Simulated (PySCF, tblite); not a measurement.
**C₆H₅F: geometry, infrared bands, NMR shifts and spin-spin couplings**

Aim: predict the infrared bands, NMR shifts and spin-spin couplings of C₆H₅F (`F[C@@]12C=C[C@H]3[C@@H]1[C@H]32`).

The runs use tblite 0.8.0 and PySCF 2.14.0, with density-fitted response routines of our own; the level of theory stands in each step. All values are computed, except where a source is named. Atoms are numbered from 0 throughout.

### 1 Starting geometry

12 atoms, charge 0, multiplicity 1; geometry from: force field or distance geometry start.

Bonds of the start (Å): F0–C1 1.37, C1–C2 1.46, C2–C3 1.34, C3–C4 1.50, C4–C5 1.52, C5–C6 1.49, C5–C1 1.52, C6–C1 1.52, C6–C4 1.52, C2–H7 1.08, C3–H8 1.07, C4–H9 1.07, C5–H10 1.07, C6–H11 1.08.

### 2 Relaxing the molecule with GFN2-xTB

Job settings and geometry (Å):

```
{"job": {"kind": "relax", "xc": "GFN2-xTB", "basis": "xTB"}, "charge": 0, "multiplicity": 1}
F     -1.925800    -1.401200     0.225700
C     -0.897800    -0.515000     0.040200
C     -1.065000     0.807100    -0.548800
C      0.153300     1.369000    -0.561800
C      1.041700     0.338000     0.059300
C      0.224800    -0.461600     1.058200
C      0.487500    -1.033700    -0.292600
H     -1.997400     1.229400    -0.901400
H      0.456700     2.331300    -0.910700
H      2.094200     0.511200     0.183500
H      0.522300    -1.155100     1.821600
H      0.906800    -2.020100    -0.199200
```

The run is started by

```bash
OMP_NUM_THREADS=1 python probes_run.py task.json out
```

The driver reads the jobs from task.json and runs them one after another.

The log of the run:

```text
step      E/eV     max force
  0    -544.32341    1.427
  1    -544.39122    0.994
  2    -544.44218    0.895
  3    -544.56876    1.147
  4    -544.64602    1.110
  5    -544.73720    1.112
  6    -544.79607    0.597
  7    -544.81700    0.398
  8    -544.82332    0.193
  9    -544.82741    0.126
 10    -544.82823    0.111
 11    -544.82889    0.076
 12    -544.82933    0.056
 13    -544.82960    0.042
 14    -544.82980    0.045
 15    -544.82996    0.038
 16    -544.83004    0.019
 17    -544.83006    0.007
```

It took 0.45 s on 1 thread of Intel Xeon at 2.50GHz, shared host; peak memory 0.18 GiB.

The steps of the relaxation:

```csv
step,energy from step 0 (eV),largest force (eV/Å)
0,0.0000,1.4267
1,-0.0678,0.9941
2,-0.1188,0.8949
3,-0.2454,1.1467
4,-0.3226,1.1096
5,-0.4138,1.1122
6,-0.4727,0.5973
7,-0.4936,0.3984
8,-0.4999,0.1932
9,-0.5040,0.1261
10,-0.5048,0.1113
11,-0.5055,0.0756
12,-0.5059,0.0560
13,-0.5062,0.0419
14,-0.5064,0.0448
15,-0.5066,0.0379
16,-0.5066,0.0186
17,-0.5067,0.0071
```

Distances of close pairs at the start and the end, largest changes first:

```
  bond  before (Å)  after (Å)  change (Å)
 C1–C2       1.457      1.488      +0.031
 C5–C6       1.490      1.462      -0.028
 F0–C1       1.370      1.353      -0.017
 C2–H7       1.083      1.070      -0.012
 C2–C3       1.342      1.331      -0.011
C6–H11       1.076      1.069      -0.007
 C3–C4       1.496      1.491      -0.005
C5–H10       1.073      1.069      -0.005
```

The end geometry stands in the next job.

### 3 Harmonic vibrations with GFN2-xTB

Job settings and geometry (Å):

```
{"job": {"kind": "ir", "xc": "GFN2-xTB", "basis": "xTB"}, "charge": 0, "multiplicity": 1}
F     -1.920786    -1.393212     0.223079
C     -0.874076    -0.550576     0.064996
C     -1.061770     0.793713    -0.543695
C      0.155887     1.330426    -0.538761
C      1.050333     0.304360     0.069181
C      0.255652    -0.511463     1.071343
C      0.509197    -1.075708    -0.253137
H     -2.002541     1.173041    -0.884859
H      0.480855     2.290209    -0.885914
H      2.107470     0.467973     0.202049
H      0.390984    -0.837776     2.079758
H      0.909995    -1.991672    -0.630066
```

The log of the run:

```text
mode    cm-1     km/mol
  1     322.5      3.49
  2     354.6      9.22
  3     492.6      0.01
  4     556.6      0.15
  5     594.1     10.72
  6     726.1      8.65
  7     768.2      2.22
  8     805.5      0.95
  9     814.0      2.58
 10     824.6      6.54
 11     840.6     32.18
 12     853.0     30.84
 13     895.2      1.25
 14     933.5      0.19
 15     999.9     12.71
 16    1018.7      5.21
 17    1023.9      0.88
 18    1062.3      0.10
 19    1071.4      0.94
 20    1171.2      3.45
 21    1202.4     12.90
 22    1271.9      5.39
 23    1326.7    123.77
 24    1440.8     12.68
 25    1626.2      7.02
 26    3105.2     27.64
 27    3164.5     24.38
 28    3169.5     10.31
 29    3177.2     11.64
 30    3190.5     14.19
```

It took 0.74 s on 1 thread of Intel Xeon at 2.50GHz, shared host; peak memory 0.18 GiB.

The strongest bands and the atoms that carry them (share of the mass-weighted mode):

| cm⁻¹ | km/mol | atoms |
| --- | --- | --- |
| 841 | 32.2 | C1 32 %, H7 13 % |
| 853 | 30.8 | H10 17 %, H11 17 %, C4 16 %, H8 13 % |
| 1000 | 12.7 | C2 15 %, C1 14 %, C4 13 %, H7 12 % |
| 1202 | 12.9 | C4 27 %, C1 23 %, H8 12 % |
| 1327 | 123.8 | C1 57 % |
| 3105 | 27.6 | H9 92 % |
| 3164 | 24.4 | H11 47 %, H10 46 % |
| 3190 | 14.2 | H7 74 %, H8 17 % |

### 4 Nuclear shieldings: PBE0/pcSseg-1

Same as in step 3 but for these lines:

```diff
@@ -1,2 +1,2 @@
-{"job": {"kind": "ir", "xc": "GFN2-xTB", "basis": "xTB"}, "charge": 0, "multiplicity": 1}
+{"job": {"kind": "nmr", "xc": "PBE0", "basis": "pcSseg-1"}, "charge": 0, "multiplicity": 1}
 F     -1.920786    -1.393212     0.223079
```

Level: GIAO PBE0/pcSseg-1 NMR shielding, non-relativistic, gas phase.

The log of the run:

```text
coarse grid: 10704 points
cycle   1  E = -330.8593550561  dE =  1.560e+00  |g| = 4.985e-01  |ddm| = 3.384e+00
cycle   2  E = -330.8462989217  dE =  1.306e-02  |g| = 6.051e-01  |ddm| = 8.973e-01
cycle   3  E = -330.9082094652  dE = -6.191e-02  |g| = 7.274e-02  |ddm| = 4.804e-01
cycle   4  E = -330.9090457571  dE = -8.363e-04  |g| = 3.772e-02  |ddm| = 9.844e-02
cycle   5  E = -330.9093659904  dE = -3.202e-04  |g| = 1.015e-02  |ddm| = 3.775e-02
cycle   6  E = -330.9093877209  dE = -2.173e-05  |g| = 3.223e-03  |ddm| = 1.219e-02
cycle   7  E = -330.9093900613  dE = -2.340e-06  |g| = 4.568e-04  |ddm| = 3.708e-03
final grid: 105712 points
cycle   8  E = -330.9578189974  dE = -3.575e-05  |g| = 7.938e-03  |ddm| = 4.117e-02
cycle   9  E = -330.9578083424  dE =  1.065e-05  |g| = 1.111e-02  |ddm| = 2.009e-02
cycle  10  E = -330.9578338662  dE = -2.552e-05  |g| = 1.036e-03  |ddm| = 1.097e-02
cycle  11  E = -330.9578340478  dE = -1.816e-07  |g| = 1.997e-04  |ddm| = 1.034e-03
cycle  12  E = -330.9578340534  dE = -5.594e-09  |g| = 4.777e-05  |ddm| = 2.063e-04
cycle  13  E = -330.9578340537  dE = -2.897e-10  |g| = 3.075e-05  |ddm| = 6.563e-05
converged SCF energy = -330.9578340537

GIAO shielding tensors (ppm)
atom      isotropic    diamagn.    paramagn.     s11        s22        s33       span
  0 F      380.217     469.447     -89.230    353.601    360.376    426.675     73.074
  1 C       97.886     240.265    -142.379     41.732     70.754    181.173    139.441
  2 C       49.540     251.324    -201.784    -56.905     62.006    143.520    200.424
  3 C       47.866     249.273    -201.407    -65.767     54.820    154.545    220.312
  4 C      161.897     249.051     -87.155    129.583    135.905    220.202     90.619
  5 C      131.616     250.141    -118.525     13.453    182.756    198.638    185.185
  6 C      131.614     250.182    -118.569     13.477    182.751    198.613    185.136
  7 H       25.491      29.817      -4.325     24.901     25.450     26.124      1.223
  8 H       25.679      30.076      -4.397     25.200     25.369     26.469      1.269
  9 H       30.361      30.610      -0.249     24.652     27.154     39.276     14.623
 10 H       27.504      31.536      -4.031     21.389     26.293     34.831     13.442
 11 H       27.503      31.546      -4.043     21.387     26.294     34.828     13.442
```

Wall time 47 s (1 thread of Intel Xeon at 2.50GHz, shared host); peak memory 0.71 GiB.

The references, computed at this level on geometries of the same kind, shield at (ppm): ¹H TMS 31.72, ¹³C TMS 186.9, ¹⁹F CFCl3 170.9. Their shielding less the atom's gives the shift. The references are single molecules in the gas phase, so shifts against H2O, NH3, PH3, H3PO4 or CFCl3 are not on the usual liquid scales and can be off by tens of ppm. Atoms listed in one row are averaged.

| atoms | environment | σ (ppm) | δ (ppm) | δ scaled to CDCl3 |
| --- | --- | --- | --- | --- |
| C3 | alkene CH | 47.9 | 139.1 | 133.8 |
| C2 | alkene CH | 49.5 | 137.4 | 132.2 |
| C1 | three-membered-ring carbon bearing a halogen | 97.9 | 89.0 | 85.0 |
| C5, C6 | three-membered-ring carbon | 131.6 | 55.3 | 52.1 |
| C4 | three-membered-ring carbon | 161.9 | 25.0 | 22.5 |
| H7 | hydrogen on an alkene CH | 25.49 | 6.23 | 5.97 |
| H8 | hydrogen on an alkene CH | 25.68 | 6.04 | 5.80 |
| H10, H11 | hydrogen on a three-membered-ring carbon | 27.50 | 4.21 | 4.08 |
| H9 | hydrogen on a three-membered-ring carbon | 30.36 | 1.36 | 1.38 |
| F0 | fluorine on an sp3 carbon | 380.2 | -209.3 | – |

The scaled column applies a straight-line fit of computed shieldings to shifts measured in CDCl3, and one for carbons that bear F (root-mean-square error 0.16 ppm for H, 1.9 ppm for C).

The run also stored atomic charges by several schemes (e):

| atoms | Mulliken | IAO | Hirshfeld | ESP fit |
| --- | --- | --- | --- | --- |
| F0 | -0.29 | -0.29 | -0.10 | -0.23 |
| C1 | 0.23 | 0.30 | 0.09 | 0.45 |
| C2 | -0.10 | -0.20 | -0.07 | -0.37 |
| C3 | 0.01 | -0.17 | -0.06 | -0.25 |
| C4 | -0.22 | -0.14 | -0.04 | -0.07 |
| C5, C6 | -0.04 | -0.17 | -0.06 | -0.22 |

Mayer bond orders: F0–C1 0.95, C1–C2 1.00, C2–C3 1.81, C3–C4 0.97, C4–C5 0.90, C5–C6 0.78, C5–C1 0.90, C6–C1 0.90, C6–C4 0.90.

Ring of atoms C1, C2, C3, C4, C5: NICS(0) -11.7, NICS(1) -7.6, NICS(1)zz -1.5 ppm (means of both faces; NICS(1) differs between them: -12.3 and -3.0).

Ring of atoms C1, C5, C6: NICS(0) -39.0, NICS(1) -12.6, NICS(1)zz -23.0 ppm (means of both faces; NICS(1) differs between them: -19.5 and -5.6).

The two faces differ (NICS(1)zz -17.3 and -28.7 ppm).

In rings of three or four atoms NICS is ruled by the nearby σ bonds, so it says little on aromaticity.

Ring of atoms C4, C5, C6: NICS(0) -42.3, NICS(1) -13.2, NICS(1)zz -26.4 ppm (means of both faces; NICS(1) differs between them: -18.5 and -7.8).

The two faces differ (NICS(1)zz -22.8 and -29.9 ppm).

In rings of three or four atoms NICS is ruled by the nearby σ bonds, so it says little on aromaticity.

### 5 J couplings: B3LYP/pcJ-1

Same as in step 4 but for these lines:

```diff
@@ -1,2 +1,2 @@
-{"job": {"kind": "nmr", "xc": "PBE0", "basis": "pcSseg-1"}, "charge": 0, "multiplicity": 1}
+{"job": {"kind": "j", "xc": "B3LYP", "basis": "pcJ-1"}, "charge": 0, "multiplicity": 1}
 F     -1.920786    -1.393212     0.223079
```

Level: B3LYP/pcJ-1 indirect spin-spin coupling, non-relativistic, gas phase.

The log of the run:

```text
coarse grid: 10704 points
cycle   1  E = -331.2435499682  dE =  1.449e+00  |g| = 5.559e-01  |ddm| = 3.219e+00
cycle   2  E = -331.2163314860  dE =  2.722e-02  |g| = 7.110e-01  |ddm| = 9.870e-01
cycle   3  E = -331.3013099318  dE = -8.498e-02  |g| = 8.531e-02  |ddm| = 5.480e-01
cycle   4  E = -331.3021115978  dE = -8.017e-04  |g| = 5.686e-02  |ddm| = 1.157e-01
cycle   5  E = -331.3028391756  dE = -7.276e-04  |g| = 1.284e-02  |ddm| = 5.131e-02
cycle   6  E = -331.3028730038  dE = -3.383e-05  |g| = 4.201e-03  |ddm| = 1.384e-02
cycle   7  E = -331.3028767870  dE = -3.783e-06  |g| = 6.264e-04  |ddm| = 4.488e-03
final grid: 105712 points
cycle   8  E = -331.3630663930  dE = -1.395e-04  |g| = 7.238e-03  |ddm| = 2.208e-02
cycle   9  E = -331.3630550076  dE =  1.139e-05  |g| = 1.069e-02  |ddm| = 1.613e-02
cycle  10  E = -331.3630767232  dE = -2.172e-05  |g| = 8.936e-04  |ddm| = 9.769e-03
cycle  11  E = -331.3630767956  dE = -7.239e-08  |g| = 5.650e-04  |ddm| = 1.144e-03
cycle  12  E = -331.3630768527  dE = -5.709e-08  |g| = 8.237e-05  |ddm| = 4.713e-04
cycle  13  E = -331.3630768540  dE = -1.298e-09  |g| = 3.642e-05  |ddm| = 8.860e-05
cycle  14  E = -331.3630768543  dE = -3.203e-10  |g| = 7.903e-06  |ddm| = 3.724e-05
converged SCF energy = -331.3630768543

Indirect spin-spin couplings (Hz)
  i      j    bonds     total        FC       PSO       DSO        SD
  0 F    1 C    1   -310.730  -335.129     8.955     1.029    14.415
  0 F    2 C    2     23.374    26.836    -4.939    -0.072     1.550
  0 F    3 C    3      5.965     7.851    -1.121    -0.404    -0.360
  0 F    4 C    3      8.336    12.208    -3.642    -0.437     0.207
  0 F    5 C    2     10.646    14.610    -3.903    -0.097     0.036
  0 F    6 C    2     10.664    14.631    -3.905    -0.097     0.034
  0 F    7 H    3     -1.171    -0.908     0.315    -0.272    -0.305
  0 F    8 H    4      4.792     5.283     1.063    -1.673     0.120
  0 F    9 H    4     12.057    12.575     1.051    -1.877     0.308
  0 F   10 H    3      0.626     0.558     0.751    -0.705     0.022
  0 F   11 H    3      0.623     0.555     0.751    -0.705     0.022
  1 C    2 C    1     66.514    68.263    -2.095     0.347         -
  1 C    3 C    2     11.412    11.203     0.138     0.071         -
  1 C    4 C    2     14.575    13.933     0.534     0.108         -
  1 C    5 C    1     27.320    28.460    -1.463     0.323         -
  1 C    6 C    1     27.311    28.452    -1.464     0.323         -
  1 C    7 H    2      7.279     7.471    -0.094    -0.099         -
  1 C    8 H    3     15.833    15.766     0.518    -0.452         -
  1 C    9 H    3     20.854    20.619     0.762    -0.526         -
  1 C   10 H    2      1.359     1.363     0.290    -0.293         -
  1 C   11 H    2      1.357     1.360     0.290    -0.293         -
  2 C    3 C    1     85.279    94.316    -9.266     0.229         -
  2 C    4 C    2      0.985     1.116    -0.154     0.023         -
  2 C    5 C    2      4.202     4.221    -0.025     0.006         -
  2 C    6 C    2      4.207     4.226    -0.025     0.007         -
  2 C    7 H    1    184.899   183.956     0.006     0.937         -
  2 C    8 H    2      4.673     6.156    -0.958    -0.525         -
  2 C    9 H    3      4.351     4.587     0.337    -0.573         -
  2 C   10 H    3     -0.848    -0.854     0.443    -0.437         -
  2 C   11 H    3     -0.848    -0.854     0.443    -0.437         -
  3 C    4 C    1     49.589    51.110    -1.789     0.269         -
  3 C    5 C    2      0.723     0.670     0.047     0.006         -
  3 C    6 C    2      0.713     0.661     0.046     0.006         -
  3 C    7 H    2      3.846     5.283    -0.887    -0.550         -
  3 C    8 H    1    182.211   181.290     0.054     0.866         -
  3 C    9 H    2      3.126     3.408    -0.030    -0.252         -
  3 C   10 H    3     -0.449    -0.451     0.439    -0.437         -
  3 C   11 H    3     -0.454    -0.455     0.439    -0.437         -
  4 C    5 C    1     22.442    23.347    -1.159     0.254         -
  4 C    6 C    1     22.440    23.345    -1.159     0.254         -
  4 C    7 H    3     12.872    12.896     0.520    -0.545         -
  4 C    8 H    2     10.690    10.923     0.018    -0.251         -
  4 C    9 H    1    178.104   176.778     0.276     1.051         -
  4 C   10 H    2      2.569     2.555     0.438    -0.424         -
  4 C   11 H    2      2.564     2.550     0.437    -0.423         -
  5 C    6 C    1    -10.894    -9.296    -1.834     0.236         -
  5 C    7 H    3      0.725     0.600     0.588    -0.463         -
  5 C    8 H    3      0.665     0.531     0.588    -0.455         -
  5 C    9 H    2      0.453     0.447     0.249    -0.242         -
  5 C   10 H    1    215.312   214.811    -0.578     1.079         -
  5 C   11 H    2     -3.841    -3.801     0.467    -0.507         -
  6 C    7 H    3      0.732     0.607     0.588    -0.463         -
  6 C    8 H    3      0.655     0.522     0.588    -0.455         -
  6 C    9 H    2      0.463     0.457     0.249    -0.242         -
  6 C   10 H    2     -3.843    -3.803     0.467    -0.507         -
  6 C   11 H    1    215.338   214.837    -0.579     1.079         -
  7 H    8 H    3      6.790     7.104     1.007    -1.322         -
  7 H    9 H    4      2.391     2.534     2.075    -2.217         -
  7 H   10 H    4     -0.182    -0.126     1.766    -1.822         -
  7 H   11 H    4     -0.181    -0.125     1.767    -1.822         -
  8 H    9 H    3      2.813     2.900     0.567    -0.654         -
  9 H   10 H    3      2.184     2.302     0.999    -1.118         -
  9 H   11 H    3      2.185     2.304     0.999    -1.117         -
 10 H   11 H    3     10.055    10.203     1.476    -1.624         -
```

Run time: 99 s. Hardware: 1 thread of Intel Xeon at 2.50GHz, shared host; peak memory 0.94 GiB.

Couplings of 1 Hz or more, nine at most for each number of bonds, with means over like pairs (isotopes 13C, 19F, 1H):

```csv
pair,bonds,J (Hz),Fermi contact (Hz),dihedral (°)
F0–C1,1,-310.7,-335.1,–
C5–H10,1,215.3,214.8,–
C2–H7,1,184.9,184.0,–
C3–H8,1,182.2,181.3,–
C4–H9,1,178.1,176.8,–
C2–C3,1,85.3,94.3,–
C1–C2,1,66.5,68.3,–
C3–C4,1,49.6,51.1,–
C1–C5,1,27.3,28.5,–
F0–C2,2,23.4,26.8,–
C1–C4,2,14.6,13.9,–
C1–C3,2,11.4,11.2,–
C4–H8,2,10.7,10.9,–
F0–C5,2,10.7,14.6,–
C1–H7,2,7.3,7.5,–
C2–H8,2,4.7,6.2,–
C2–C5,2,4.2,4.2,–
C3–H7,2,3.8,5.3,–
C1–H9,3,20.9,20.6,–
C1–H8,3,15.8,15.8,180
C4–H7,3,12.9,12.9,180
H10–H11,3,10.1,10.2,0
F0–C4,3,8.3,12.2,–
H7–H8,3,6.8,7.1,0
F0–C3,3,6.0,7.9,-180
C2–H9,3,4.4,4.6,180
H8–H9,3,2.8,2.9,0
F0–H9,4,12.1,12.6,–
F0–H8,4,4.8,5.3,–
H7–H9,4,2.4,2.5,–
```

The spin-dipole term was solved for some atoms only; pairs without it lack that part.

Joined with the shifts from before (PBE0/pcSseg-1, unscaled), the couplings predict the line list below for 300 MHz.

¹H NMR δ 6.23 (ddd, J = 6.8, 2.4, 1.2 Hz, 1H), 6.04 (ddd, J = 6.8, 4.8, 2.8 Hz, 1H), 4.21 (d, J = 2.2 Hz, 2H), 1.36 (d of quint, J = 12.1, 2.4 Hz, 1H). The letters are first-order; like nuclei with unlike couplings give more lines.

### 6 Summary of results

| quantity | value |
| --- | --- |
| strongest single infrared mode (GFN2-xTB) | 1327 cm⁻¹, 124 km/mol |
| zero-point energy (GFN2-xTB) | 55.5 kcal/mol |
| ¹³C shifts against TMS (PBE0/pcSseg-1, means over atoms taken as alike) | 139.1, 137.4, 89.0, 55.3, 25.0 ppm |
| ¹H shifts against TMS (PBE0/pcSseg-1, means over atoms taken as alike) | 6.23, 6.04, 4.21, 1.36 ppm |
| ¹⁹F shifts against CFCl3 (PBE0/pcSseg-1) | -209.3 ppm |
| largest coupling of the table (B3LYP/pcJ-1) | ¹J(F,C) F0–C1, -310.7 Hz |

**Reading.** The optimisation took 17 steps and gained 0.507 eV; among the close pairs (by a distance rule), C1–C2 changed most, from 1.457 to 1.488 Å. No mode is imaginary among the 30: a minimum at this level. The strongest single mode, at 1327 cm⁻¹, moves mainly C1. Unscaled tight-binding wavenumbers are off by several per cent, some by more. Its intensities can rank the bands wrongly. At PBE0/pcSseg-1: The widest tensor belongs to C3: span 220 ppm, with a paramagnetic part of -201 ppm. In the run at B3LYP/pcJ-1, the largest coupling of the table is F0–C1, -310.7 Hz, of which the Fermi-contact term gives -335.1 Hz. Couplings across rotatable bonds belong to this one conformer; where others are populated, the observed values are averages.
